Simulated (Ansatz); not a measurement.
# Si₃H₆S: small, medium and large basis sets

An exercise on one series of results from a longer session: the logs are not shown, and one member is left open.

Method: one geometry, several basis sets; program: Ansatz 0.2.0, Gaussian basis.

Plan: PBE0-D4/def2-SVP; ωB97M-V/def2-SVP; PBE0-D4/def2-QZVPP; ωB97M-V/def2-QZVPP; the functionals' def2-TZVPP values are taken from earlier runs.

## The geometry

An earlier PBE0-D4 in a triple-zeta def2 set relaxation fixed the geometry.

10 atoms, charge 0, spin multiplicity 1.

Atoms are counted from 1 here; the program's logs count them from 0.

Bond lengths: S1–Si2 2.134 Å, S1–H5 1.345 Å, Si2–Si3 2.323 Å, Si2–Si4 2.325 Å, Si2–H6 1.485 Å, Si3–Si4 2.334 Å, Si3–H7 1.484 Å, Si3–H8 1.483 Å, Si4–H9 1.483 Å, Si4–H10 1.485 Å. Angles: Si2–S1–H5 96.3°, S1–Si2–Si3 109.4°, S1–Si2–Si4 113.1°, S1–Si2–H6 115.8°, Si3–Si2–Si4 60.3°, Si3–Si2–H6 123.1°, Si4–Si2–H6 123.3°, Si2–Si3–Si4 59.9°, Si2–Si3–H7 118.3°, Si2–Si3–H8 118.7°, Si4–Si3–H7 115.3°, Si4–Si3–H8 121.6°, H7–Si3–H8 113.2°, Si2–Si4–Si3 59.8°, Si2–Si4–H9 118.1°, Si2–Si4–H10 119.0°, Si3–Si4–H9 121.4°, Si3–Si4–H10 115.6° and more.

As a file:

```xyz
10
H6SSi3
S    -2.1633    0.1052   -1.3848
Si   -0.9752    0.3061    0.3769
Si    0.5547   -1.4393    0.4812
Si    1.2693    0.7117   -0.0759
H    -2.1273    1.4030   -1.7346
H    -1.6767    0.8411    1.5719
H     0.9820   -1.9225    1.8181
H     0.4733   -2.5187   -0.5321
H     1.6486    1.0642   -1.4654
H     2.0978    1.3980    0.9477
```

The first run:

Input file in.yaml:

```yaml
crystal:
  periodic: [false, false, false]
  atoms:
    - {symbol: S, position_ang: [-2.163287, 0.105151, -1.384757]}
    - {symbol: Si, position_ang: [-0.975171, 0.306126, 0.376934]}
    - {symbol: Si, position_ang: [0.554714, -1.439319, 0.481208]}
    - {symbol: Si, position_ang: [1.269277, 0.711731, -0.075914]}
    - {symbol: H, position_ang: [-2.127289, 1.402967, -1.734637]}
    - {symbol: H, position_ang: [-1.676692, 0.841061, 1.571932]}
    - {symbol: H, position_ang: [0.981973, -1.922499, 1.818078]}
    - {symbol: H, position_ang: [0.473286, -2.518661, -0.532059]}
    - {symbol: H, position_ang: [1.648637, 1.064191, -1.465450]}
    - {symbol: H, position_ang: [2.097752, 1.397952, 0.947664]}
basis:
  gaussian: {orbitals: def2-SVP}
hamiltonian: {xc: pbe0, dispersion: d4}
output: {orbitals: {seedname: orbitals}}
```

The run is started by

```bash
$ ansatz run in.yaml --threads 2 --pin off --events-out ev --progress --plain --max-ram 4352MiB
```

Steps of the session up to this table: PBE0-D4 in def2-SVP; ωB97M-V in def2-SVP; PBE0-D4 in def2-QZVPP; ωB97M-V in def2-QZVPP.

One of the session's tables, all rows but one given; the rest of the session is left out.

It belongs to the step «Functionals by basis». 

```
functional       basis  HOMO (eV)
   PBE0-D4    def2-SVP      -6.81
   PBE0-D4  def2-TZVPP      -6.81
   PBE0-D4  def2-QZVPP          ?
   ωB97M-V    def2-SVP      -8.70
   ωB97M-V  def2-TZVPP      -8.73
   ωB97M-V  def2-QZVPP      -8.74
```

Estimate the missing values for PBE0-D4, def2-QZVPP.

As computed: HOMO (eV): -6.82. In the column «HOMO (eV)» it lies between ωB97M-V, def2-SVP (-8.70) and PBE0-D4, def2-SVP (-6.81).
